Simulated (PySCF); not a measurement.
# [PbBr2]2+: from a template to the relaxed complex

Task: relax [PbBr2]2+, compute its harmonic modes and analyse its electrons. The species was built from a template and needn't be a known compound.

The runs use PySCF 2.14.0; PBE0, Pb def2-SVP with ECP60, Br def2-SVP; scalar-relativistic core potentials, no spin–orbit coupling.

1 further run of the same task is left out (for a known fault of the program).

**1. Starting geometry**

3 atoms, charge 2, spin multiplicity 1.

Bond lengths: Pb1–Br2 2.511 Å, Pb1–Br3 2.511 Å. Angles: Br2–Pb1–Br3 131.8°.

Coordinates:

```
Pb    0.0000    0.0000    0.0000
Br    2.2920    0.0000    1.0257
Br   -2.2920    0.0000    1.0257
```

Formal oxidation states: Pb +4.

**2. SCF at the start, singlet**

Contents of run.py (the lines that set the calculation):

```python
mol = gto.M(atom='''
Pb     0.00000     0.00000     0.00000
Br     2.29200     0.00000     1.02570
Br    -2.29200     0.00000     1.02570''',
    basis={'Pb': 'def2-SVP', 'Br': 'def2-SVP'},
    ecp={'Pb': 'def2-SVP'},
    charge=2, spin=0)
mf = dft.RKS(mol, xc='PBE0')
mf.grids.atom_grid = (50, 194)
mf = mf.density_fit()  # fitting sets: Pb def2-universal-JKFIT, Br def2-universal-JKFIT
mf.conv_tol = 1e-08; mf.max_cycle = 55
mf.kernel(dm0)  # dm0: free metal ions and neutral atoms
```

Command:

```
> OMP_NUM_THREADS=2 python run.py
```

The program printed:

```text
init E= -5338.83176970046
  HOMO = -0.725918705785509  LUMO = -0.69337046585193  gap/eV = 0.88568
cycle= 1 E= -5339.02945565321  delta_E= -0.198  |g|= 0.616  |ddm|= 2.55
  HOMO = -0.770101860059675  LUMO = -0.643719251779359  gap/eV = 3.43905
cycle= 2 E= -5338.87527871093  delta_E= 0.154  |g|= 0.916  |ddm|= 2.34
  HOMO = -0.72452232430699  LUMO = -0.651023626827872  gap/eV = 2.00000
cycle= 3 E= -5339.15186162141  delta_E= -0.277  |g|= 0.0536  |ddm|=  1.5
  HOMO = -0.733718349619048  LUMO = -0.653318290852518  gap/eV = 2.18780
cycle= 4 E= -5339.1525243961  delta_E= -0.000663  |g|= 0.0257  |ddm|= 0.121
  HOMO = -0.730892399662492  LUMO = -0.651365731467763  gap/eV = 2.16403
cycle= 5 E= -5339.15270397321  delta_E= -0.00018  |g|= 0.00394  |ddm|= 0.0359
  HOMO = -0.730984812885108  LUMO = -0.651489093003462  gap/eV = 2.16319
cycle= 6 E= -5339.15270780154  delta_E= -3.83e-06  |g|= 0.000529  |ddm|= 0.00621
  HOMO = -0.73098801630905  LUMO = -0.651425470082287  gap/eV = 2.16501
cycle= 7 E= -5339.15270804446  delta_E= -2.43e-07  |g|= 0.000357  |ddm|= 0.00288
  HOMO = -0.730950804348412  LUMO = -0.651410189381828  gap/eV = 2.16441
cycle= 8 E= -5339.15270811737  delta_E= -7.29e-08  |g|= 4.66e-05  |ddm|= 0.001
  HOMO = -0.730953363492504  LUMO = -0.651415416002195  gap/eV = 2.16434
cycle= 9 E= -5339.15270812163  delta_E= -4.26e-09  |g|= 1.21e-05  |ddm|= 0.000446
  HOMO = -0.730952905803871  LUMO = -0.651414059370225  gap/eV = 2.16436
Extra cycle  E= -5339.15270812163  delta_E= -9.09e-13  |g|= 1.39e-05  |ddm|= 5.5e-05
converged SCF energy = -5339.15270812163
```

Wall time 3.8 s (2 threads of AMD EPYC, shared host); peak memory 0.33 GiB.

Read off: E = -5339.152708 Eh, HOMO -19.89 eV, LUMO -17.73 eV, Mulliken charge on Pb1 +1.28 e. 

**3. Relaxation, singlet**

Steps are kept in the start's point group, C2v.

Contents of run.py (the lines that set the calculation):

```python
mol = gto.M(atom='''
Pb     0.00000     0.00000    -0.44256
Br     2.29200     0.00000     0.58314
Br    -2.29200     0.00000     0.58314''',
    basis={'Pb': 'def2-SVP', 'Br': 'def2-SVP'},
    ecp={'Pb': 'def2-SVP'},
    charge=2, spin=0)
mf = dft.RKS(mol, xc='PBE0')
mf.grids.atom_grid = (50, 194)
mf = mf.density_fit()  # fitting sets: Pb def2-universal-JKFIT, Br def2-universal-JKFIT
mf.conv_tol = 1e-08; mf.max_cycle = 55
mf.kernel(dm0)  # dm0: an SCF of this state at this start
# quasi-Newton relaxation in Cartesian coordinates to a largest gradient under 0.00045 Eh/bohr, steps kept in the point group
```

Command:

```
> OMP_NUM_THREADS=2 python run.py
```

The driver keeps no SCF log for this step, only its results.

Run time: 48 s. Hardware: 2 threads of AMD EPYC, shared host.

The steps of the relaxation:

```csv
step,energy from step 1 (eV),largest force component (eV/Å)
1,0.0000,0.8278
2,-0.1372,0.7444
3,-0.3394,0.5287
4,-0.4111,0.5139
5,-0.4449,0.1523
6,-0.4491,0.0222
7,-0.4493,0.0091
8,-0.4493,0.0010
```

Distances of close pairs at the start and the end, largest changes first:

```csv
bond,before (Å),after (Å),change (Å)
Pb1–Br2,2.511,2.454,-0.057
Pb1–Br3,2.511,2.454,-0.057
```

It ends in D∞h at E = -5339.169221 Eh.

```
Pb    0.0000    0.0000    0.2412
Br    2.4539    0.0000    0.2413
Br   -2.4539    0.0000    0.2413
```

**4. The relaxed geometry turned into its symmetry frame**

Contents of run.py (the lines that set the calculation):

```python
mol = gto.M(atom='''
Pb     0.00000     0.00000     0.00000
Br     2.45388     0.00000     0.00000
Br    -2.45388     0.00000     0.00000''',
    basis={'Pb': 'def2-SVP', 'Br': 'def2-SVP'},
    ecp={'Pb': 'def2-SVP'},
    charge=2, spin=0)
mf = dft.RKS(mol, xc='PBE0')
mf.grids.atom_grid = (50, 194)
mf = mf.density_fit()  # fitting sets: Pb def2-universal-JKFIT, Br def2-universal-JKFIT
mf.conv_tol = 1e-08; mf.max_cycle = 55
mf.kernel(dm0)  # dm0: free metal ions and neutral atoms
```

Command:

```
> OMP_NUM_THREADS=2 python run.py
```

The program printed:

```text
init E= -5338.86731694948
  HOMO = -0.736640979532619  LUMO = -0.663679943991625  gap/eV = 1.98537
cycle= 1 E= -5339.06327672129  delta_E= -0.196  |g|= 0.581  |ddm|=  2.6
  HOMO = -0.763105307781219  LUMO = -0.614854431099204  gap/eV = 4.03411
cycle= 2 E= -5338.96299494597  delta_E=  0.1  |g|= 0.806  |ddm|= 1.99
  HOMO = -0.730756963406219  LUMO = -0.618394074326048  gap/eV = 3.05755
cycle= 3 E= -5339.16851780325  delta_E= -0.206  |g|= 0.0515  |ddm|= 1.23
  HOMO = -0.73825828160908  LUMO = -0.621242672844673  gap/eV = 3.18416
cycle= 4 E= -5339.16914653129  delta_E= -0.000629  |g|= 0.0178  |ddm|= 0.102
  HOMO = -0.736455399000134  LUMO = -0.619466672088024  gap/eV = 3.18343
cycle= 5 E= -5339.16921771855  delta_E= -7.12e-05  |g|= 0.00396  |ddm|= 0.0225
  HOMO = -0.736524773768597  LUMO = -0.619593655452341  gap/eV = 3.18186
cycle= 6 E= -5339.16922110974  delta_E= -3.39e-06  |g|= 0.00028  |ddm|= 0.00522
  HOMO = -0.736538724985818  LUMO = -0.619563669841675  gap/eV = 3.18305
cycle= 7 E= -5339.16922113724  delta_E= -2.75e-08  |g|= 0.000142  |ddm|= 0.000827
  HOMO = -0.736521300650576  LUMO = -0.619551318063571  gap/eV = 3.18292
cycle= 8 E= -5339.16922114503  delta_E= -7.79e-09  |g|= 8.06e-06  |ddm|= 0.000235
  HOMO = -0.736522441388864  LUMO = -0.619553465865948  gap/eV = 3.18289
Extra cycle  E= -5339.169221145  delta_E= 2.73e-11  |g|= 9.19e-06  |ddm|= 2.97e-05
converged SCF energy = -5339.169221145
```

Wall time 2.2 s (2 threads of AMD EPYC, shared host).

Result: E = -5339.169221 Eh, HOMO -20.04 eV, LUMO -16.86 eV, Mulliken charge on Pb1 +1.27 e. 

**5. Frequencies and infrared intensities**

run.py (the lines that set the calculation): that of step 4 with these lines changed.

```diff
@@ -10,3 +10,4 @@
 mf = mf.density_fit()  # fitting sets: Pb def2-universal-JKFIT, Br def2-universal-JKFIT
-mf.conv_tol = 1e-08; mf.max_cycle = 55
-mf.kernel(dm0)  # dm0: free metal ions and neutral atoms
+mf.conv_tol = 1e-10; mf.max_cycle = 55
+mf.kernel(dm0)  # dm0: the density of the relaxed state
+# Hessian and dipole derivatives by central differences of gradients, 0.02 bohr
```

Command:

```
> OMP_NUM_THREADS=2 python run.py
```

The driver keeps no SCF log for this step, only its results.

Run time: 30 s. Hardware: 2 threads of AMD EPYC, shared host.

Point group D∞h; negative numbers are unstable modes, and those under 60 cm⁻¹ are near the numerical noise:

```csv
cm⁻¹,km/mol,symmetry
51,0.2,πu
51,0.2,πu
199,0.0,σg+
286,1.2,σu+
```

**6. Properties on a finer grid**

Contents of run.py (the lines that set the calculation):

```python
mol = gto.M(atom='''
Pb     0.00000     0.00000     0.24121
Br     2.45388     0.00000     0.24126
Br    -2.45388     0.00000     0.24126''',
    basis={'Pb': 'def2-SVP', 'Br': 'def2-SVP'},
    ecp={'Pb': 'def2-SVP'},
    charge=2, spin=0)
mf = dft.RKS(mol, xc='PBE0')
mf.grids.atom_grid = (75, 302)
mf = mf.density_fit()  # fitting sets: Pb def2-universal-JKFIT, Br def2-universal-JKFIT
mf.conv_tol = 1e-09; mf.max_cycle = 55
mf.kernel(dm0)  # dm0: the density of the relaxed state
```

Command:

```
> OMP_NUM_THREADS=2 python run.py
```

The program printed:

```text
init E= -5339.1694835351
  HOMO = -0.73651298381953  LUMO = -0.619551547326815  gap/eV = 3.18268
cycle= 1 E= -5339.16948354621  delta_E= -1.11e-08  |g|= 0.00025  |ddm|= 0.000614
  HOMO = -0.736535335048428  LUMO = -0.619566980348395  gap/eV = 3.18287
cycle= 2 E= -5339.16948346304  delta_E= 8.32e-08  |g|= 0.000534  |ddm|= 0.00117
  HOMO = -0.736527910896209  LUMO = -0.619563817406402  gap/eV = 3.18276
cycle= 3 E= -5339.16948356685  delta_E= -1.04e-07  |g|= 4.53e-05  |ddm|= 0.000838
  HOMO = -0.736525281566814  LUMO = -0.619562255850099  gap/eV = 3.18273
cycle= 4 E= -5339.16948356738  delta_E= -5.23e-10  |g|= 8.2e-06  |ddm|= 6.97e-05
  HOMO = -0.736525776883992  LUMO = -0.619561901992562  gap/eV = 3.18275
Extra cycle  E= -5339.16948356733  delta_E= 4.37e-11  |g|= 1.37e-05  |ddm|= 3.57e-05
converged SCF energy = -5339.16948356733
```

Wall time 14 s (2 threads of AMD EPYC, shared host).

Result: E = -5339.169484 Eh, HOMO -20.04 eV, LUMO -16.86 eV, Mulliken charge on Pb1 +1.27 e, largest force component 0.001 eV/Å. 

Löwdin charges:

```csv
atom,value (e)
Pb1,1.00
Br2,0.50
Br3,0.50
```

Mulliken charges: Pb1 +1.27, Br2 +0.37, Br3 +0.37 e.

Contacts (the nearest donor of each ligand) and Mayer bond orders:

```csv
contact,distance (Å),bond order
Pb1–Br2 (Br),2.454,1.21
Pb1–Br3 (Br),2.454,1.21
```

Mulliken populations of Pb1 outside the core potential: s 3.65, p 6.94, d 10.14.

Orbitals, density, ELF and potential are computed afterwards from the orbital file.

Frontier orbitals at PBE0, with the share of their density that lies nearest to each atom:

```csv
orbital,energy (eV),lies on
HOMO,-20.04,"Br2, Br3 about 49 % each"
LUMO,-16.86,"Br2, Br3 about 38 % each; Pb1 23 %"
```

ELF in a plane through or near 3 of the atoms.

Values, 10 rows by 14 columns:
```
0.00 0.00 0.00 0.01 0.01 0.00 0.00 0.00 0.00 0.00 0.01 0.00 0.00 0.00
0.00 0.00 0.08 0.35 0.33 0.07 0.04 0.05 0.05 0.17 0.39 0.25 0.02 0.00
0.00 0.01 0.26 0.64 0.62 0.21 0.17 0.18 0.18 0.39 0.69 0.52 0.12 0.00
0.00 0.04 0.46 0.84 0.80 0.38 0.31 0.36 0.31 0.66 0.82 0.80 0.21 0.01
0.00 0.04 0.56 0.32 0.37 0.45 0.61 0.62 0.33 0.51 0.44 0.53 0.29 0.01
0.00 0.04 0.54 0.49 0.52 0.45 0.71 0.28 0.34 0.38 0.59 0.32 0.30 0.01
0.00 0.04 0.55 0.63 0.56 0.43 0.42 0.56 0.32 0.67 0.48 0.76 0.25 0.01
0.00 0.03 0.35 0.82 0.79 0.30 0.26 0.27 0.27 0.54 0.85 0.69 0.17 0.00
0.00 0.01 0.21 0.55 0.53 0.16 0.13 0.13 0.13 0.32 0.59 0.43 0.09 0.00
0.00 0.00 0.02 0.13 0.12 0.02 0.01 0.01 0.01 0.05 0.15 0.07 0.00 0.00
```
The map spans 10.1 Å across and 5.2 Å up, centred on the molecule. Atoms in the plane (x, y in Å): Pb1 (0.0, 0.0), Br2 (2.5, 0.0), Br3 (-2.5, 0.0).

On the surface of density 0.002 e/bohr³ the electrostatic potential runs, from the 1st to the 99th percentile, from 8.45 V near Br3 to 13.70 V near Pb1.

**7. What came out**

```
                                              quantity                           value
                                 state and point group                    singlet, D∞h
                                                 modes   51 to 286 cm⁻¹, none unstable
strongest infrared band (modes within 1.5 cm⁻¹ summed)             286 cm⁻¹ (1 km/mol)
                                     zero-point energy                        0.036 eV
                               ideal gas, 298 K, 1 bar  S = 318.2, Cp = 60.5 J/(mol K)
                                 metal–ligand contacts                          2.45 Å
                                       frontier levels  HOMO -20.04 eV, LUMO -16.86 eV
                       dipole about the centre of mass                          0.00 D
                                   mean polarisability                          9.9 Å³
```

What this shows: All modes are real within the noise of the softest ones, so the structure is a minimum. The metal carries +1.00 e by Löwdin's partition against a formal +4, and bond orders to the nearest donors reach 1.21. Both measures hang on the basis. One start shape was tried, so another isomer may lie lower. These are double-zeta-type bases without diffuse functions. Spin–orbit coupling is left out.
